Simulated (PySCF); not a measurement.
# RuSCl₂: structure of the singlet

Aim: relax RuSCl₂ as a singlet from a trigonal planar start, check by its vibrations whether the end is a minimum, and collect its spectrum and constants.

Method: PBE0, basis Ru def2-SVP with ECP28, S def2-SVP, Cl def2-SVP, scalar-relativistic core potentials, no spin–orbit coupling, density fitting; program: PySCF 2.14.0.

## 1. Where the work starts

4 atoms, charge 0, spin multiplicity 1.

Bond lengths: Ru1–S2 2.080 Å, Ru1–Cl3 2.240 Å, Ru1–Cl4 2.240 Å. Angles: S2–Ru1–Cl3 120.0°, S2–Ru1–Cl4 120.0°, Cl3–Ru1–Cl4 120.0°.

```xyz
4
charge 0 multiplicity 1
Ru   -0.0290   -0.0503    0.0000
S    -1.0690   -1.8516    0.0000
Cl    2.2110   -0.0503    0.0000
Cl   -1.1490    1.8896    0.0000
```

## 2. Relaxation: trigonal planar start, singlet

One driver script runs all steps and calls PySCF; scf.py shows how it sets up the SCF of each step. The optimiser is the driver's own. Before each start the driver seeks the lowest SCF state from one or more starting densities and follows internal instabilities, so scf.py alone need not reach the same state.

The program finds C2v symmetry in the start, which this walk keeps. Threshold on the gradient: 0.0003 Eh/bohr, with a further test on the energy change.

The input, scf.py:

```python
from pyscf import gto, scf, dft
mol = gto.M(atom='''
Ru    -0.029020    -0.050264    -0.000000
S     -1.069000    -1.851576    -0.000000
Cl     2.210982    -0.050256     0.000000
Cl    -1.149026     1.889631     0.000000''',
    basis={'Ru': 'def2-SVP', 'S': 'def2-SVP', 'Cl': 'def2-SVP'},
    ecp={'Ru': 'def2-SVP'},
    charge=0, spin=0)
mf = dft.RKS(mol, xc='PBE0')
mf.grids.atom_grid = (50, 194)
aux = {'Ru': 'def2-universal-JKFIT', 'S': 'def2-universal-JKFIT', 'Cl': 'def2-universal-JKFIT'}
mf = mf.density_fit(auxbasis=aux)
mf.kernel()
```

Steps of the walk:

```csv
step,energy (Eh),change (kJ/mol),largest symmetric gradient (Eh/bohr)
0,-1412.648973,0.00,0.04177
1,-1412.654400,-14.25,0.00433
2,-1412.654506,-14.53,0.00146
3,-1412.654510,-14.54,0.00019
4,-1412.654511,-14.54,0.00008
```

The walk took 5.5 s on 4 threads, shared host.

Positions (Å) and forces (eV/Å) along the way:

```
step 0
Ru  -0.029  -0.050   0.000  -0.872  -1.520   0.000
S   -1.069  -1.852   0.000   1.236   2.150   0.000
Cl   2.211  -0.050   0.000  -0.772   0.028   0.000
Cl  -1.149   1.890   0.000   0.408  -0.658   0.000
step 1
Ru  -0.039  -0.068   0.000   0.075   0.126   0.000
S   -1.036  -1.795   0.000   0.040   0.074   0.000
Cl   2.171  -0.053   0.000  -0.221  -0.003   0.000
Cl  -1.132   1.854   0.000   0.106  -0.198   0.000
step 2
Ru  -0.038  -0.066   0.000   0.045   0.074   0.000
S   -1.033  -1.790   0.000  -0.032  -0.051   0.000
Cl   2.161  -0.052   0.000  -0.028   0.003   0.000
Cl  -1.126   1.846   0.000   0.015  -0.027   0.000
step 3
Ru  -0.037  -0.065   0.000  -0.004  -0.011   0.000
S   -1.034  -1.791   0.000   0.000   0.005   0.000
Cl   2.160  -0.052   0.000   0.002   0.005   0.000
Cl  -1.125   1.845   0.000   0.001   0.001   0.000
step 4
Ru  -0.038  -0.065   0.000  -0.001  -0.005   0.000
S   -1.034  -1.791   0.000  -0.002   0.002   0.000
Cl   2.160  -0.051   0.000   0.002   0.004   0.000
Cl  -1.124   1.845   0.000   0.001  -0.001   0.000
```

End point (C2v, 4 steps, 14.5 kJ/mol gained): Ru–Cl 2.197 Å (×2), Ru–S 1.993 Å; Cl–Ru–Cl 119.3°, Cl–Ru–S 120.4° (×2).

## 3. Vibrations and properties at this point

The point is checked on the finer grid, and tightened if its gradient asks for it. The Hessian and the dipole derivatives come from central differences of analytic gradients, with steps of 0.01 bohr.

Edit scf.py of step 2 so:

```diff
@@ -3,4 +3,4 @@
-Ru    -0.029020    -0.050264    -0.000000
-S     -1.069000    -1.851576    -0.000000
-Cl     2.210982    -0.050256     0.000000
-Cl    -1.149026     1.889631     0.000000''',
+Ru    -0.034399    -0.059582     0.000000
+S     -1.030847    -1.785493     0.000000
+Cl     2.163005    -0.045088     0.000000
+Cl    -1.120562     1.850666    -0.000000''',
@@ -11 +11 @@
-mf.grids.atom_grid = (50, 194)
+mf.grids.atom_grid = (75, 302)
```

This SCF starts from the last density.

SCF at the final geometry:

```text
init E= -1412.65453712762
  HOMO = -0.264600711382901  LUMO = -0.174666869020435  gap/eV = 2.44722
cycle= 1 E= -1412.65453711512  delta_E= 1.25e-08  |g|= 0.000228  |ddm|= 0.000242
  HOMO = -0.264539885641242  LUMO = -0.174641406119703  gap/eV = 2.44626
cycle= 2 E= -1412.65453685826  delta_E= 2.57e-07  |g|= 0.00105  |ddm|= 0.00102
  HOMO = -0.264590777341547  LUMO = -0.17466689334167  gap/eV = 2.44695
cycle= 3 E= -1412.65453712788  delta_E= -2.7e-07  |g|= 3.93e-05  |ddm|= 0.000822
  HOMO = -0.26458994975113  LUMO = -0.174663741407819  gap/eV = 2.44702
cycle= 4 E= -1412.6545371284  delta_E= -5.21e-10  |g|= 1.56e-06  |ddm|= 4.9e-05
  HOMO = -0.264589982910429  LUMO = -0.174663780323761  gap/eV = 2.44702
cycle= 5 E= -1412.65453712841  delta_E= -9.09e-12  |g|= 1.18e-06  |ddm|= 8.18e-06
  HOMO = -0.264589798051742  LUMO = -0.17466376179838  gap/eV = 2.44701
Extra cycle  E= -1412.65453712841  delta_E= -5.23e-12  |g|= 2.51e-06  |ddm|= 1.08e-05
converged SCF energy = -1412.65453712841
```

The whole step took 20 s.

Geometry: C2v; Ru–Cl 2.197 Å (×2), Ru–S 1.993 Å; Cl–Ru–Cl 119.2°, Cl–Ru–S 120.4° (×2).

Modes, for the most abundant isotopes:

```
symmetry  ω (cm⁻¹)  IR (km/mol)
      b2        63          0.2
      b1        91          0.2
      a1       107          0.0
      a1       395         15.6
      b2       426         84.8
      a1       619         58.5
```

All wavenumbers are real: a minimum.

Properties at this point:

| Property | Result |
| --- | --- |
| Dipole moment | 1.78 D |
| Highest occupied level | -7.20 eV |
| Lowest empty level | -4.75 eV |
| Rotational constants | 0.07937, 0.06707, 0.03635 cm⁻¹ |
| Zero-point energy | 10.2 kJ/mol |
| Principal polarisabilities | 43.1, 86.7, 94.2 bohr³ |
| Atomisation energy without zero-point energy | 969 kJ/mol |
| Principal traceless quadrupole moments about the centre of mass | -3.61, -2.14, 5.75 D Å |
| Entropy at 298.15 K and 1 bar | 345.7 J/(mol K) |
| Heat capacity Cp at 298.15 K | 74.1 J/(mol K) |
| Enthalpy at 298.15 K above 0 K | 17.88 kJ/mol |
| Rotational symmetry number | 2 |

Charges (e) and bond orders:

```json
{"atom": "Ru1", "Mulliken": "0.20", "Löwdin": "-0.91", "polar tensor": "1.18", "Mayer order to Ru1": "–"}
{"atom": "S2", "Mulliken": "0.08", "Löwdin": "0.50", "polar tensor": "-0.32", "Mayer order to Ru1": "2.41"}
{"atom": "Cl3,4", "Mulliken": "-0.14", "Löwdin": "0.20", "polar tensor": "-0.43", "Mayer order to Ru1": "1.13"}
```

Outer orbital energies (eV). occupied: -10.72, -10.54, -10.02, -9.94, -9.68, -9.15, -7.45, -7.20; empty: -4.75, -4.01, -3.97, 0.62.

Mulliken populations on Ru1 (outside its core potential): s 2.51, p 6.49, d 6.78, f 0.01.

## 4. Stability of the closed shell

At the lowest minimum the closed shell is tested against spin polarisation, on the (50, 194) grid. It is unstable: an open-shell solution lies lower. That solution was not followed to a minimum here.

## 5. Outcome

| quantity | value |
| --- | --- |
| minimum | singlet, C2v (closed shell, unstable towards spin polarisation) |
| geometry | Ru–Cl 2.197 Å (×2), Ru–S 1.993 Å; Cl–Ru–Cl 119.2°, Cl–Ru–S 120.4° (×2) |
| wavenumbers (cm⁻¹) | 63 (b2), 91 (b1), 107 (a1), 395 (a1), 426 (b2), 619 (a1) |
| dipole moment | 1.78 D |
| highest occupied, lowest empty level | -7.20, -4.75 eV |
| polar-tensor charge of Ru1 | +1.18 e |
| zero-point energy | 10.2 kJ/mol |

In words: The molecule stays C2v, as typed, and the end point is a minimum. In the infrared the band at 426 cm⁻¹ (b2, stretch) leads. Only this shape and spin were tried, so other structures or states may lie lower. The soft modes, below some 90 cm⁻¹, carry numerical noise of tens of cm⁻¹, and the entropy with them. A stability analysis at the minimum finds the closed shell unstable towards spin polarisation: an open-shell solution lies lower, and these values are not those of the lowest state.

The search up to here took 31 s.
